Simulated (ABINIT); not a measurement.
**BiTe in ABINIT: the effect of target pressure**

The system is BiTe.

```
Bi Te
1.0
     0.00000    3.23500    3.23500
     3.23500    0.00000    3.23500
     3.23500    3.23500    0.00000
Bi Te
1 1
Cartesian
  0.0000 0.0000 0.0000
  3.2350 3.2350 3.2350
```

Alike in all runs:

```yaml
Program: ABINIT 10.8.3 (patched build)
Task: relaxation of cell and atoms
Functional: PBEsol
Potentials_or_basis: JTH PAW PBE v2.0
Cutoff: 599 eV
k_mesh: 7 × 7 × 7
Occupations: fermi-dirac, width 0.05 eV
Spin: no spin polarisation
```

Each run relaxes the cell or the atoms first.

Problem. One run gave: relaxed volume 32.79 Å³/atom. Which target pressure did it use?
A. 10 GPa
B. 20 GPa
C. 0 GPa

Solution. C.

```csv
target pressure,relaxed volume (Å³/atom)
0 GPa,32.79
10 GPa,28.57
20 GPa,26.18
```

Caveats: the PAW data sets were made with another functional, which shifts forces and pressure a little; the volume moved by over 15 % at a fixed basis, so the end points are rough (some runs).
